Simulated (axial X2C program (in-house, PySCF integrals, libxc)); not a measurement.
# All-electron X2C curves of InS

Aim: find the lowest determinant of InS, scan the bond at several levels and fit the constants, once spin-free and once with spin–orbit coupling.

The runs use an in-house X2C program for linear molecules on PySCF integrals; all-electron X2C, In dyall-cv3z, S dyall-av3z.

All values are calculated.

## (1) The job

Contents of task.json:

```json
{"zs": [49, 16], "q": 0, "bas": ["dyall-cv3z", "dyall-av3z"], "levels": ["PBE0", "HF", "LDA"], "cc": true, "r0": 2.3, "thr": -1.0, "nmax": 90, "npts": 10, "nst": 2, "ntry": 6}
```

Keys: zs atomic numbers; q charge; bas basis sets; levels methods (HF also brings MP2); cc coupled cluster on or off; r0 starting distance in Å; thr threshold in hartree for freezing inner shells (an s shell follows its p shell); nmax most natural virtual spinors; npts points asked for on the curve; nst determinants followed; ntry starts of the search.

The run is started by

```
> python so2c.py task.json out
```

Spin-free means the one-electron spin-free X2C Hamiltonian; two-component (2c) means X2C with spin–orbit coupling and atomic mean-field two-electron Coulomb and Gaunt terms. Basis: In dyall-cv3z contracted to [11s12p9d4f1g], S dyall-av3z contracted to [9s8p3d2f]; Gaussian nuclei, density fitting. Masses: In 114.904 u, S 31.972 u.

Notation: σ, π±, δ± give the projection m of an orbital's angular momentum (0, ±1, ±2), α and β its spin, Λ and M_S the sums; ω is the projection of a spinor's total angular momentum and Ω the sum. Logs are in hartree.

The results follow Hamiltonian by Hamiltonian and level by level.

## (2) Which state to follow

Determinants are compared with PBE0 at 2.300 Å.

Spin-free determinants:

| ΔE (eV) | state | open shells |
| --- | --- | --- |
| 0.00 | M_S = 1/2, Λ = 0 | beyond closed shells: σα |
| 0.38 | M_S = 1/2, Λ = 1 | beyond closed shells: π+α, π+β, π-α |
| 3.13 | M_S = 3/2, Λ = 2 | beyond closed shells: σα, 2 × π+α, π+β, π-α |
| 3.13 | M_S = 3/2, Λ = 0 | beyond closed shells: σα, π+α, π+β, 2 × π-α |
| 3.34 | M_S = 1/2, Λ = 2 | beyond closed shells: σα, 2 × π+α, π+β, π-β |
| 3.63 | M_S = 1/2, Λ = 2 | beyond closed shells: σα, π+α, 2 × π+β, π-α |

Two-component determinants:

```
ΔE (eV)    state                                  open shells
   0.00  Ω = 1/2                excess of +ω over −ω: ω = 1/2
   0.35  Ω = 3/2                excess of +ω over −ω: ω = 3/2
   3.20  Ω = 7/2   excess of +ω over −ω: ω = 1/2, 2 × ω = 3/2
   3.26  Ω = 3/2                excess of +ω over −ω: ω = 3/2
   3.48  Ω = 5/2   excess of +ω over −ω: 2 × ω = 1/2, ω = 3/2
   3.51  Ω = 5/2   excess of +ω over −ω: 2 × ω = 1/2, ω = 3/2
   3.57  Ω = 1/2  excess of +ω over −ω: 2 × ω = -1/2, ω = 3/2
```

## (3) PBE0, spin-free

State followed: M_S = 1/2, Λ = 0 (beyond closed shells: σα). The scan is laid around 2.287 Å, a first estimate of the minimum, and this SCF restarts from the orbitals of the search.

Output at 2.287 Å:

```text
spin-free X2C-1e  PBE0
basis functions 191  fitting functions 967  grid points 5080
iter        total energy     max residual
   1      -6279.525494138     3.28e+00
   2      -6279.857944753     5.22e-02
   3      -6279.858453734     9.58e-03
   4      -6279.859172603     1.46e-02
   5      -6279.859248837     2.82e-03
   6      -6279.859372576     3.73e-03
   7      -6279.859379421     1.25e-03
   8      -6279.859380696     1.82e-04
   9      -6279.859380747     1.46e-04
  10      -6279.859380761     9.53e-06
  11      -6279.859380762     2.01e-05
  12      -6279.859380762     1.36e-06
converged
one-electron -9007.28730211  Coulomb 2732.68737772  exact exchange -45.93812493  xc functional -140.72707406  nuclear repulsion 181.40574262
```

Along the bond, energies from the lowest point:

```csv
R (Å),E (eV),μ (D),HOMO (eV),LUMO (eV),iterations
1.990,0.8677,-3.33,-6.94,-4.03,37
2.081,0.3388,-3.65,-7.06,-4.17,32
2.150,0.1243,-3.88,-6.97,-4.26,30
2.218,0.0216,-4.10,-6.84,-4.32,27
2.287,0.0000,-4.31,-6.72,-4.36,12
2.367,0.0459,-4.56,-6.59,-4.38,27
2.447,0.1424,-4.82,-6.46,-4.37,25
2.550,0.3098,-5.18,-6.30,-4.32,26
2.676,0.5471,-5.68,-6.11,-4.22,24
2.859,0.9082,-6.50,-5.84,-4.04,23
```

Dipoles are positive if S is the positive end.

Outer orbitals at the reference distance:

```tsv
symmetry	occupied	ε (eV)	atomic character
σα	yes	-22.44	93% In d, 5% S s
σβ	yes	-22.21	95% In d, 3% S s
δ-α	yes	-22.03	100% In d
δ+α	yes	-22.03	100% In d
π+α	yes	-22.01	99% In d
π-α	yes	-22.01	99% In d
δ+β	yes	-22.00	100% In d
δ-β	yes	-22.00	100% In d
π+β	yes	-21.93	99% In d
π-β	yes	-21.93	99% In d
σα	yes	-18.28	72% S s, 12% In d, 8% In p
σβ	yes	-17.55	74% S s, 9% In d, 8% In p
σα	yes	-10.67	45% S p, 44% In s, 6% S s
σβ	yes	-9.66	49% In s, 38% S p, 7% S s
σα	yes	-7.27	38% S p, 34% In p, 22% In s
π+α	yes	-6.92	83% S p, 11% In p, 4% In d
π-α	yes	-6.92	83% S p, 11% In p, 4% In d
π+β	yes	-6.72	83% S p, 11% In p, 4% In d
π-β	yes	-6.72	83% S p, 11% In p, 4% In d
σβ	no	-4.36	41% S p, 34% In p, 18% In s
π+α	no	-1.85	72% In p, 10% S p, 9% S d
π-α	no	-1.85	72% In p, 10% S p, 9% S d
π+β	no	-1.53	72% In p, 10% S p, 10% S d
```

PBE0 fields in the half plane through the axis: z from -2.4 to 4.5 Å across, distance from the axis 0.15 to 2.25 Å upwards; In lies at z = 0 and S at z = 2.287 Å; the ELF is damped to zero where the density is low.

log10 density (e/bohr³). Ten even steps from ' ' (-4.44 ) to '@' (1.81 ):
```
    ........::::::::::::::::::::::::::....      
  ....::::::::::::::::::::::------::::::....    
....::::::----------------------------::::....  
..::::::----==========--============------::....
..::::----====++++==========++++++======--::::..
::::----====++******++====++++++++++++==----::..
::::--====++**######**++++++++****++++====--::..
::::--====++**%%@@%%**++++++**%%%%**++++==--::..
```

ELF. Ten even steps from '0' (0.00 ) to '9' (0.89 ):
```
000122221111112222100000
002455543211234554321000
026776543322356777642000
268886432223468898763100
489975322222579999975200
799863345422589999986310
899853588842585003986310
899843738372470991786410
```

Re = 2.275 Å, ωe = 374 cm⁻¹, ωexe = 2.01 cm⁻¹, Be = 0.1302 cm⁻¹, De = 3.24 eV, μ = -4.27 D.

## (4) HF, spin-free

Output at 2.287 Å:

```text
spin-free X2C-1e  HF
basis functions 191  fitting functions 967  grid points 5080
iter        total energy     max residual
   1      -6276.946681496     3.25e-01
   2      -6276.975250077     7.38e-03
   3      -6276.976716405     1.00e-02
   4      -6276.976956496     3.13e-03
   5      -6276.977020196     9.15e-04
   6      -6276.977043114     1.19e-03
   7      -6276.977058004     4.12e-04
   8      -6276.977063413     1.72e-04
   9      -6276.977064783     1.30e-04
  10      -6276.977064894     2.91e-05
  11      -6276.977064905     6.73e-06
  12      -6276.977064908     7.91e-06
  13      -6276.977064910     3.48e-06
  14      -6276.977064910     1.84e-06
converged
one-electron -9006.47988372  Coulomb 2731.97102198  exact exchange -183.87394579  xc functional 0.00000000  nuclear repulsion 181.40574262
```

Re = 2.352 Å, ωe = 294.2 cm⁻¹, ωexe = 0.695 cm⁻¹, Be = 0.1219 cm⁻¹, De = 1.60 eV, μ = -4.84 D.

## (5) LDA, spin-free

Output at 2.287 Å:

```text
spin-free X2C-1e  LDA
basis functions 191  fitting functions 967  grid points 5080
iter        total energy     max residual
   1      -6273.142668270     1.25e+00
   2      -6273.156672066     2.58e-02
   3      -6273.160894734     2.30e-01
   4      -6273.161638976     1.14e-02
   5      -6273.161964597     5.15e-02
   6      -6273.162037089     1.30e-02
   7      -6273.162041087     1.71e-03
   8      -6273.162042302     3.51e-03
   9      -6273.162042794     3.11e-04
  10      -6273.162042809     1.60e-04
  11      -6273.162042814     5.92e-05
  12      -6273.162042814     1.39e-06
converged
one-electron -9006.40530132  Coulomb 2731.65283303  exact exchange 0.00000000  xc functional -179.81531714  nuclear repulsion 181.40574262
```

Re = 2.248 Å, ωe = 398 cm⁻¹, ωexe = 1.79 cm⁻¹, Be = 0.1334 cm⁻¹, De = 4.14 eV, μ = -3.71 D.

## (6) Correlated methods, spin-free

Correlated methods: 9 electrons correlated (frozen shells, counted by type: In 4 s, 3 p, 2 d; S 2 s, 1 p), 259 virtual spinors in MP2, 90 natural virtuals in coupled cluster.

Output of the correlated part at 2.287 Å:

```text
correlated 9  virtual 259  natural virtual 90  E(MP2) -0.208547990  MP2 remainder -0.005144454
iter   CCSD correlation   residual
   1     -0.217145089   1.27e-01
   2     -0.224195044   5.80e-02
   3     -0.226895376   2.86e-02
   4     -0.227155561   1.39e-02
   5     -0.227376290   7.09e-03
   6     -0.227446205   3.48e-03
   7     -0.227463391   1.12e-03
   8     -0.227468153   3.17e-04
   9     -0.227466001   1.04e-04
  10     -0.227466817   4.38e-05
  11     -0.227466693   1.73e-05
  12     -0.227466947   7.21e-06
  13     -0.227466974   3.73e-06
  14     -0.227467000   2.11e-06
  15     -0.227467025   9.76e-07
  16     -0.227467024   3.71e-07
(T) -0.013116366  T1 0.0465  D1 0.0886  max T2 0.076
```

T1 in the output is the amplitude norm over the root of the electron number; divide by √2 for the Lee–Taylor value.

MP2: Re = 2.246 Å, ωe = 406 cm⁻¹, Be = 0.1337 cm⁻¹, De = 3.16 eV.

CCSD: Re = 2.309 Å, ωe = 357 cm⁻¹, ωexe = 2.13 cm⁻¹, Be = 0.1264 cm⁻¹, De = 2.88 eV. T1 at Re = 0.034 (Lee–Taylor, the printed value over √2).

CCSD(T): Re = 2.301 Å, ωe = 369 cm⁻¹, ωexe = 2.27 cm⁻¹, Be = 0.1273 cm⁻¹, De = 3.08 eV. T1 at Re = 0.033 (Lee–Taylor, the printed value over √2).

## (7) A higher determinant, spin-free

State: M_S = 1/2, Λ = 1 (beyond closed shells: π+α, π+β, π-α).

Output at the reference distance:

```text
spin-free X2C-1e  PBE0
basis functions 191  fitting functions 967  grid points 5080
iter        total energy     max residual
   1      -6279.494889458     3.44e+00
   2      -6279.842498645     4.78e-02
   3      -6279.843711757     7.87e-03
   4      -6279.844034550     9.35e-03
   5      -6279.844093727     1.14e-03
   6      -6279.844096099     3.06e-04
   7      -6279.844096415     1.44e-04
   8      -6279.844096435     1.35e-05
   9      -6279.844096439     1.89e-05
converged
one-electron -9008.23669251  Coulomb 2733.67209212  exact exchange -45.94713252  xc functional -140.73810614  nuclear repulsion 181.40574262
```

```csv
R (Å),E above the lowest PBE0 point (eV)
1.990,2.376
2.081,1.466
2.150,0.990
2.218,0.650
2.287,0.416
2.367,0.248
2.447,0.166
2.550,0.152
2.676,0.232
```

No constants are quoted: too few points lie around the minimum for a second fit to confirm the first.

## (8) The spin-free curves together

Energy (eV) of the followed determinant, spin-free, from each level's lowest point:

```csv
R (Å),PBE0,HF,MP2,CCSD,CCSD(T),LDA
1.990,0.868,1.047,0.887,n/a,n/a,0.737
2.081,0.339,0.474,0.304,0.460,0.454,0.259
2.150,0.124,0.227,0.084,0.197,0.189,0.075
2.218,0.022,0.086,0.000,0.054,0.049,0.000
2.287,0.000,0.017,0.006,0.000,0.000,0.004
2.367,0.046,0.000,0.077,0.015,0.023,0.079
2.447,0.142,0.031,0.184,0.084,0.102,0.205
2.550,0.310,0.120,0.349,0.223,0.252,0.409
2.676,0.547,0.277,0.576,n/a,n/a,0.689
2.859,0.908,0.555,0.922,n/a,n/a,1.102
```

## (9) PBE0, 2c

State followed: Ω = 1/2 (excess of +ω over −ω: ω = 1/2). The scan is laid around 2.287 Å, a first estimate of the minimum, and this SCF restarts from the orbitals of the search.

The SCF at the reference distance of 2.287 Å:

```text
two-component X2C + atomic mean field  PBE0
basis functions 191  fitting functions 967  grid points 5080
iter        total energy     max residual
   1      -6276.986382539     2.85e+00
   2      -6277.327842646     4.48e-02
   3      -6277.328349325     8.88e-03
   4      -6277.329059373     1.23e-02
   5      -6277.329131736     2.81e-03
   6      -6277.329254205     3.15e-03
   7      -6277.329260801     1.05e-03
   8      -6277.329262040     1.56e-04
   9      -6277.329262089     1.24e-04
  10      -6277.329262103     9.52e-06
  11      -6277.329262104     1.71e-05
converged
one-electron -9000.12511262  Coulomb 2731.29193454  exact exchange -45.91272652  xc functional -140.65256655  nuclear repulsion 181.40574262  atomic mean-field constant -3.33653357
```

Along the bond, energies from the lowest point:

```csv
R (Å),E (eV),μ (D),HOMO (eV),LUMO (eV),iterations
1.990,0.8680,-3.32,-6.94,-4.03,37
2.081,0.3390,-3.65,-7.05,-4.17,33
2.150,0.1244,-3.87,-6.93,-4.26,31
2.218,0.0216,-4.09,-6.81,-4.32,30
2.287,0.0000,-4.30,-6.69,-4.36,11
2.367,0.0459,-4.55,-6.56,-4.38,32
2.447,0.1426,-4.81,-6.44,-4.37,26
2.550,0.3102,-5.17,-6.28,-4.33,34
2.676,0.2589,-3.81,-6.27,-3.99,51
2.859,0.4847,-4.90,-5.91,-3.66,26
```

Dipoles are positive if S is the positive end.

Outer spinors at the reference distance:

| ω | occupied | ε (eV) | atomic character | λ mixture |
| --- | --- | --- | --- | --- |
| 1/2 | yes | -22.70 | 95% In d, 3% S s | 70% σ, 30% π |
| -1/2 | yes | -22.59 | 97% In d | 52% σ, 48% π |
| -3/2 | yes | -22.52 | 100% In d | 84% δ, 16% π |
| 3/2 | yes | -22.51 | 100% In d | 80% δ, 20% π |
| 1/2 | yes | -21.86 | 96% In d, 2% S s | 70% π, 30% σ |
| -1/2 | yes | -21.81 | 96% In d, 2% S s | 52% π, 48% σ |
| 5/2 | yes | -21.71 | 100% In d | 100% δ |
| 3/2 | yes | -21.68 | 99% In d | 80% π, 20% δ |
| -5/2 | yes | -21.68 | 100% In d | 100% δ |
| -3/2 | yes | -21.62 | 99% In d | 84% π, 16% δ |
| 1/2 | yes | -18.27 | 72% S s, 12% In d, 8% In p | 100% σ |
| -1/2 | yes | -17.55 | 74% S s, 10% In d, 8% In p | 100% σ |
| 1/2 | yes | -10.66 | 45% S p, 44% In s, 6% S s | 100% σ |
| -1/2 | yes | -9.66 | 49% In s, 38% S p, 7% S s | 100% σ |
| 1/2 | yes | -7.27 | 38% S p, 34% In p, 22% In s | 100% σ |
| -1/2 | yes | -6.95 | 83% S p, 12% In p, 4% In d | 100% π |
| 3/2 | yes | -6.89 | 84% S p, 11% In p, 4% In d | 100% π |
| 1/2 | yes | -6.76 | 82% S p, 12% In p, 4% In d | 100% π |
| -3/2 | yes | -6.69 | 83% S p, 11% In p, 4% In d | 100% π |
| -1/2 | no | -4.36 | 41% S p, 34% In p, 18% In s | 100% σ |
| -1/2 | no | -1.93 | 71% In p, 10% S p, 9% S d | 100% π |
| 3/2 | no | -1.75 | 72% In p, 9% S d, 9% S p | 100% π |
| 1/2 | no | -1.61 | 72% In p, 11% S p, 10% S d | 100% π |

PBE0 fields in the half plane through the axis: z from -2.4 to 4.5 Å across, distance from the axis 0.15 to 2.25 Å upwards; In lies at z = 0 and S at z = 2.287 Å; the ELF is damped to zero where the density is low.

log10 density (e/bohr³). Ten even steps from '0' (-4.44 ) to '9' (1.81 ):
```
001111222222222222211000
011222222222223332221100
112223333333333333322110
122233444443444444333211
122334455444445554443221
223344566654455555543321
223445677765555665544321
223445689865556886554321
```

ELF. Ten even steps from ' ' (0.00 ) to '@' (0.89 ):
```
      ..::::::::............::::::::..          
    ::==++++++==--::....::--==++++==--::..      
  ::**####**++==----::::--++**######**==::      
::**%%%%%%**==----::::--==**%%%%@@%%##**--..    
==%%@@@@##++--::::::::::++##@@@@@@@@@@##++::    
##@@@@%%**----==++==::::++%%@@@@@@@@@@%%**--..  
%%@@@@%%++--++%%%%%%==::++%%++    --@@%%**--..  
%%@@@@%%==--##--%%--##::==##  @@@@..##%%**==..  
```

No constants are quoted: the solution changes its character somewhere along the scan, so the fit is set aside.

## (10) HF, 2c

The SCF at the reference distance of 2.287 Å:

```text
two-component X2C + atomic mean field  HF
basis functions 191  fitting functions 967  grid points 5080
iter        total energy     max residual
   1      -6274.414875113     3.66e-01
   2      -6274.443464850     7.36e-03
   3      -6274.444940570     1.13e-02
   4      -6274.445185740     3.57e-03
   5      -6274.445252606     1.01e-03
   6      -6274.445277681     1.41e-03
   7      -6274.445294551     5.19e-04
   8      -6274.445301173     2.23e-04
   9      -6274.445303502     2.23e-04
  10      -6274.445304362     2.20e-04
  11      -6274.445305858     2.12e-04
  12      -6274.445309336     4.63e-04
  13      -6274.445316741     8.42e-04
  14      -6274.445329832     1.11e-03
  15      -6274.445342663     8.91e-04
  16      -6274.445350976     3.05e-04
  17      -6274.445354285     1.59e-04
  18      -6274.445354987     1.73e-04
  19      -6274.445355697     7.83e-05
  20      -6274.445355963     5.62e-05
  21      -6274.445356116     4.04e-05
  22      -6274.445356195     2.89e-05
  23      -6274.445356236     1.67e-05
  24      -6274.445356253     1.03e-05
  25      -6274.445356259     8.09e-06
  26      -6274.445356260     2.57e-06
converged
one-electron -8999.34341326  Coulomb 2730.60254676  exact exchange -183.77369880  xc functional 0.00000000  nuclear repulsion 181.40574262  atomic mean-field constant -3.33653357
```

No constants are quoted: the solution changes its character somewhere along the scan, so the fit is set aside.

## (11) LDA, 2c

The SCF at the reference distance of 2.287 Å:

```text
two-component X2C + atomic mean field  LDA
basis functions 191  fitting functions 967  grid points 5080
iter        total energy     max residual
   1      -6270.617412871     1.25e+00
   2      -6270.631406456     2.58e-02
   3      -6270.635637313     2.31e-01
   4      -6270.636385848     1.15e-02
   5      -6270.636712218     5.17e-02
   6      -6270.636785795     1.29e-02
   7      -6270.636790371     1.91e-03
   8      -6270.636792018     4.00e-03
   9      -6270.636792896     3.06e-04
  10      -6270.636793338     9.68e-04
  11      -6270.636793754     8.35e-04
  12      -6270.636793805     1.68e-04
  13      -6270.636793809     2.95e-05
  14      -6270.636793809     7.74e-06
converged
one-electron -8999.24703090  Coulomb 2730.26137233  exact exchange 0.00000000  xc functional -179.72034429  nuclear repulsion 181.40574262  atomic mean-field constant -3.33653357
```

No constants are quoted: the solution changes its character somewhere along the scan, so the fit is set aside.

## (12) MP2 and beyond, 2c

Correlated methods: 9 electrons correlated (frozen shells, counted by type: In 4 s, 3 p, 2 d; S 2 s, 1 p), 259 virtual spinors in MP2, 90 natural virtuals in coupled cluster.

Output of the correlated part at 2.287 Å:

```text
correlated 9  virtual 259  natural virtual 90  E(MP2) -0.207269383  MP2 remainder -0.005152661
iter   CCSD correlation   residual
   1     -0.216339930   1.28e-01
   2     -0.223577596   5.85e-02
   3     -0.226284050   2.95e-02
   4     -0.226600711   1.53e-02
   5     -0.226862067   8.93e-03
   6     -0.226971520   5.98e-03
   7     -0.227029164   4.25e-03
   8     -0.227070643   3.38e-03
   9     -0.227099290   2.56e-03
  10     -0.227139547   1.28e-03
  11     -0.227153057   4.84e-04
  12     -0.227158186   1.86e-04
  13     -0.227159172   8.11e-05
  14     -0.227159662   4.06e-05
  15     -0.227160332   2.31e-05
  16     -0.227160470   1.21e-05
  17     -0.227160727   6.89e-06
  18     -0.227160735   3.70e-06
(T) -0.013047322  T1 0.0613  D1 0.1475  max T2 0.070
```

MP2: No constants are quoted: the reference changes its character somewhere along the scan, so the fit is set aside.

CCSD: No constants are quoted: the lowest point is the long end of the scan.

CCSD(T): No constants are quoted: the reference changes its character somewhere along the scan, so the fit is set aside.

## (13) A higher determinant, 2c

State: Ω = 3/2 (excess of +ω over −ω: ω = 3/2).

Output at the reference distance:

```text
two-component X2C + atomic mean field  PBE0
basis functions 191  fitting functions 967  grid points 5080
iter        total energy     max residual
   1      -6276.956448411     3.00e+00
   2      -6277.313623851     4.12e-02
   3      -6277.314812526     6.24e-03
   4      -6277.315130010     7.97e-03
   5      -6277.315188132     9.51e-04
   6      -6277.315190407     2.66e-04
   7      -6277.315190726     1.21e-04
   8      -6277.315190745     1.46e-05
   9      -6277.315190749     1.60e-05
converged
one-electron -9001.08782171  Coulomb 2732.28879843  exact exchange -45.92171221  xc functional -140.66366430  nuclear repulsion 181.40574262  atomic mean-field constant -3.33653357
```

```csv
R (Å),E above the lowest PBE0 point (eV)
1.990,2.333
2.081,1.427
2.150,0.953
2.218,0.615
2.287,0.383
2.367,0.216
2.447,0.135
2.550,0.123
2.676,0.204
```

No constants are quoted: too few points lie around the minimum for a second fit to confirm the first.

## (14) The 2c curves together

Energy (eV) of the followed determinant, 2c, from each level's lowest point:

```csv
R (Å),PBE0 (jumps),HF (jumps),MP2 (its reference jumps),CCSD (its reference jumps),CCSD(T) (its reference jumps),LDA (jumps)
1.990,0.868,1.274,0.888,n/a,n/a,0.738
2.081,0.339,0.700,0.304,0.466,0.448,0.259
2.150,0.124,0.453,0.084,0.203,0.184,0.075
2.218,0.022,0.312,0.000,0.060,0.043,0.000
2.287,0.000,0.242,0.036,0.010,0.000,0.004
2.367,0.046,0.115,0.317,0.134,0.202,0.079
2.447,0.143,0.030,0.184,0.041,0.127,0.205
2.550,0.310,0.000,0.134,0.000,0.083,0.409
2.676,0.259,0.067,0.196,n/a,n/a,0.462
2.859,0.485,0.282,0.410,n/a,n/a,0.711
```

The whole job took 3.1 min on 1 thread of Arm Neoverse V1, shared host; peak memory 0.6 GiB.

## (15) What came out

Lowest determinant that the search found at its distance, spin-free: M_S = 1/2, Λ = 0 (beyond closed shells: σα).

Lowest determinant that the search found at its distance, 2c: Ω = 1/2 (excess of +ω over −ω: ω = 1/2).

```tsv
Hamiltonian	level	Re (Å)	ωe (cm⁻¹)	De (eV)	μ (D)
spin-free	PBE0	2.275	374	3.24	-4.27
spin-free	HF	2.352	294.2	1.60	-4.84
spin-free	MP2	2.246	406	3.16	n/a
spin-free	CCSD	2.309	357	2.88	n/a
spin-free	CCSD(T)	2.301	369	3.08	n/a
spin-free	LDA	2.248	398	4.14	-3.71
```

Dipoles are positive if S is the positive end. No constants: 2c PBE0 (the solution changes its character somewhere along the scan, so the fit is set aside); 2c HF (the solution changes its character somewhere along the scan, so the fit is set aside); 2c MP2 (the reference changes its character somewhere along the scan, so the fit is set aside); 2c CCSD (the lowest point is the long end of the scan); 2c CCSD(T) (the reference changes its character somewhere along the scan, so the fit is set aside); 2c LDA (the solution changes its character somewhere along the scan, so the fit is set aside).

What this shows: Bond lengths run from 2.246 Å (spin-free MP2) to 2.352 Å (spin-free HF).

De refers to In + S, each in the lowest determinant found, which need not be this curve's own limit. The state is a single determinant with fixed occupations, the lowest that a limited PBE0 search found. Dissociation energies refer to the lowest single-determinant-based atoms at the same level and basis. Coupled cluster ran in a truncated set of natural virtual spinors; the MP2 energy of the rest was added. At some level an empty orbital lies below a filled one. With the outer-core shells frozen, correlated bond lengths of heavy atoms tend to come out a few hundredths of an ångström too long. T1 at Re is 0.034 (Lee–Taylor), above the customary mark of 0.02.
